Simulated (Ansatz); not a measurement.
**TiRh: relaxation and properties**

Aim: for TiRh, relax cell and atoms, see whether it has a gap, which orbitals make up the states near it and how charge is shared and measure the bulk modulus from energies at several volumes.

Method: DFT r2SCAN, scalar-relativistic, plane waves, PAW, in Ansatz 0.2.0.

## Step 1: The system as given

The structure is tetragonal, space group P4/mmm (No. 123). The conventional cell has a = 2.988 Å, b = 2.988 Å, c = 3.350 Å, α = 90.00°, β = 90.00°, γ = 90.00°. Ti (site symmetry 4/mmm) has 8 Rh at 2.70 Å and 4 Ti at 2.99 Å as nearest neighbours. Around Rh (site symmetry 4/mmm) lie 8 Ti at 2.70 Å and 4 Rh at 2.99 Å.

Coordinates:

```
CELL_PARAMETERS angstrom
2.98800 0.00000 0.00000
0.00000 2.98800 0.00000
0.00000 0.00000 3.35000
ATOMIC_POSITIONS crystal
Ti 0.50000 0.50000 0.50000
Rh 0.00000 0.00000 0.00000
```

The structure comes from the Crystallography Open Database.

(A quick probe on a coarse mesh, which set the mesh and smearing, is not shown.)

## Step 3: Full relaxation

The input, input.yaml:

```yaml
crystal:
  lattice:
    - [2.988, 0.0, 0.0]
    - [0.0, 2.988, 0.0]
    - [0.0, 0.0, 3.35]
  atoms:
    - { symbol: Ti, position: [0.5, 0.5, 0.5] }
    - { symbol: Rh, position: [0.0, 0.0, 0.0] }
basis:
  ecutwfc: 500
kpoints:
  mp_grid: { grid: [14, 14, 12] }
hamiltonian:
  xc: r2scan
scf:
  occupations: { method: gaussian, width: 0.1 }
output:
  forces: true
  stress: true
  eigenvalues: true
relax:
  adjacent_minimum: "off"
  f_tol: 0.005
  max_steps: 80
  cell: { stress_tol: 0.05 }
```

Launch:

```bash
> ansatz run input.yaml --threads 1 --pin off --max-ram 2560MiB --backend cpu --events-out ev --progress --plain --runs-dir out
```

The session goes on with these runs: electronic structure at the relaxed geometry; point at V/V0 = 0.97; volume × 1.03; volume × 0.94; the cell scaled to 1.06 of its volume.

What does the calculation give? Wanted: relaxed cell; volume; formation energy; gap; states at the Fermi level; Bader charges; equilibrium volume of the fit; bulk modulus.

As calculated:

| quantity | value |
| --- | --- |
| relaxed cell | a = 2.949 Å, b = 2.949 Å, c = 3.384 Å, α = 90.00°, β = 90.00°, γ = 90.00° |
| space group (0.01 Å) | P4/mmm (No. 123) |
| volume | 14.72 Å³/atom |
| formation energy (elements from runs with the same settings, not shown) | -0.80 eV/atom |
| gap | none (metal) |
| states at the Fermi level | 2.55 per eV per cell |
| Bader charges | Ti +1.43, Rh -1.43 e |
| equilibrium volume of the fit | 14.71 Å³/atom |
| bulk modulus | 205 GPa |
| its pressure derivative | 4.4 |

The cell shrank by 1.6 % in volume on relaxing. The shape changed too: the edges of the input's cell moved by -1.3, -1.3, +1.0 %. Bands cross the Fermi level: a metal at this level of theory. Of the projected weight within 0.25 eV of the Fermi level, the largest part is Ti 3d (71 %). Bader charges reach 1.4 e, so charge transfer in this metal is strong. The fit puts the minimum at 14.71 Å³/atom with B = 205 GPa and B' = 4.4.
